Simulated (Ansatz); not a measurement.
# NiTe2 (Melonite): how the settings move a single-point run

Aim: see which settings change the result for NiTe2 (Melonite), by how much, and at what cost.

The COD entry's cell or inner coordinates are ideal or old and differ from later refinements, so a difference from it is no clean test against experiment.

Computed with Ansatz 0.2.0 (reference: DFT, PBEsol+U, all-electron LAPW, scalar-relativistic, unless a step's input says otherwise).

## Step 1: Starting point

It takes space group P-3m1 (No. 164, trigonal). Conventional cell: a = 3.861 Å, b = 3.861 Å, c = 5.297 Å, α = 90.00°, β = 90.00°, γ = 120.00°. Ni (site symmetry -3m) has 6 Te at 2.59 Å as nearest neighbours. Te (site symmetry 3m) is surrounded by 3 Ni at 2.59 Å.

Structure file:

```
CELL_PARAMETERS angstrom
3.86100 0.00000 0.00000
-1.93050 3.34372 0.00000
0.00000 0.00000 5.29700
ATOMIC_POSITIONS crystal
Ni 0.00000 0.00000 0.00000
Te 0.33333 0.66667 0.25000
Te 0.66667 0.33333 0.75000
```

## Step 2: Reference

Contents of input.yaml:

```yaml
crystal:
  lattice:
    - [3.861, 0.0, 0.0]
    - [-1.9305, 3.343724084, 0.0]
    - [0.0, 0.0, 5.297]
  atoms:
    - { symbol: Ni, position: [0.0, 0.0, 0.0], spin: 1.5 }
    - { symbol: Te, position: [0.3333333333, 0.6666666667, 0.25] }
    - { symbol: Te, position: [0.6666666667, 0.3333333333, 0.75] }
magnetization:
  spin_polarized: true
kpoints:
  mp_grid: { grid: [9, 9, 6] }
scf:
  occupations: { method: fermi_dirac, width: 0.05 }
hamiltonian:
  xc: pbesol
  pseudopotentials: { kind: all_electron, lapw: { basis_error: 0.001 } }
  hubbard: { sites: [{ species: Ni, l: d, u_eff: 4 }] }
output:
  forces: true
  stress: true
  eigenvalues: true
  hubbard: { sites: [{ species: Ni, l: d }] }
  populations: true
  dos: { projected: true, de: 0.1, e_range: [-10, 8] }
```

The run is started by

```bash
ansatz run input.yaml --threads 2 --pin off --max-ram 6144MiB --backend cpu --events-out ev --progress --plain --runs-dir out
```

## Step 3: Variant: hubbard.double_counting amf

Changes to input.yaml since step 2:

```diff
@@ -18,3 +18,3 @@
   pseudopotentials: { kind: all_electron, lapw: { basis_error: 0.001 } }
-  hubbard: { sites: [{ species: Ni, l: d, u_eff: 4 }] }
+  hubbard: { sites: [{ species: Ni, l: d, u_eff: 4 }], double_counting: amf }
 output:
@@ -25,2 +25 @@
   populations: true
-  dos: { projected: true, de: 0.1, e_range: [-10, 8] }
```

Before running it: what results should come out? Wanted: for each run, ending; energy change; pressure; abs. moment; force.

The runs gave:

| run | ending | energy change | pressure (GPa) | abs. moment (μB) | force (eV/Å) | cycles | time |
| --- | --- | --- | --- | --- | --- | --- | --- |
| reference | converged | 0 | -3.5 | 0.00 | 0.26 | 27 | 8.8 min |
| 1: hubbard.double_counting amf | converged | -657.9 meV/atom (U changed: no physical gain or loss) | -2.5 | 0.06 | 0.22 | 39 | 2.8 min |

Times don't compare one to one where runs were asked for different outputs or read a saved state (see the inputs); cycles may leave out searches for a lower state.

Residual by cycle in the longest SCF loop of each run; runs are numbered as in the table. The quantity is the density residual dr2, in eV.

```csv
cycle,reference,run 1
1,6.99,6.12
4,1.62,0.702
8,0.00462,0.00143
11,1.6e-4,3.9e-4
15,0.00185,5.9e-5
18,1.1e-4,5.0e-6
22,7.6e-8,1.6e-6
25,1.9e-8,2.8e-5
29,-,7.1e-5
32,-,1.7e-7
36,-,1.2e-9
39,-,1.2e-11
```

Changing the Hubbard U moves the energy by -657.9 meV/atom, and the pressure goes from -3.5 to -2.5 GPa, the absolute moment goes from 0.00 to 0.06 μB and the largest force goes from 0.26 to 0.22 eV/Å. The U term adds an energy of its own, so the shift says nothing about which run is better. A changed U is a change of model: its shifts are not errors of convergence.
